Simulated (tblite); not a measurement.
# C5H9BF2S: the cost of one run

The runs use tblite 0.8.0 and PySCF 2.14.0, with density-fitted response routines of our own; the level of theory stands in each step. All values are computed, except where a source is named. Atoms count from 0, in the outputs and in this text.

**1. The molecule as given**

18 atoms, charge 0, multiplicity 1; geometry from: force field or distance geometry start.

Bonds of the start (Å): C0–C1 1.52, C1–C2 1.54, C2–S3 1.85, C2–C4 1.52, C4–C5 1.53, C5–B6 1.60, B6–F7 1.45, B6–F8 1.44, C5–C2 1.52, C0–H9 1.12, C0–H10 1.10, C0–H11 1.11, C1–H12 1.11, C1–H13 1.12, S3–H14 1.41, C4–H15 1.11, C4–H16 1.11, C5–H17 1.11.

**2. Geometry optimisation with GFN2-xTB**

What the job is given:

```
{"job": {"kind": "relax", "xc": "GFN2-xTB", "basis": "xTB"}, "charge": 0, "multiplicity": 1}
C     -2.180700    -0.707200    -0.219600
C     -1.339400     0.309500     0.531200
C      0.069000     0.427100    -0.087900
S      0.182900     1.199900    -1.761400
C      1.175900     0.847900     0.863600
C      1.105600    -0.593400     0.347100
B      2.291700    -0.973300    -0.661500
F      3.668200    -0.928900    -0.201000
F      1.984800    -1.571900    -1.937000
H     -3.187700    -0.791500     0.272600
H     -1.705200    -1.704500    -0.213800
H     -2.341700    -0.379000    -1.267400
H     -1.838800     1.298500     0.529400
H     -1.263900    -0.018900     1.600600
H     -0.287300     2.445100    -1.287300
H      1.959600     1.494600     0.414600
H      0.886100     0.970900     1.924900
H      0.812300    -1.318800     1.141400
```

On the command line:

```
> OMP_NUM_THREADS=1 python probes_run.py task.json out
```

This one command runs all jobs of the session in turn.

**Question.** How long does this first job take on 1 thread of Arm Neoverse N1, shared host, and how much memory does it need?

About 1.3 s, with a peak of 0.18 GiB.
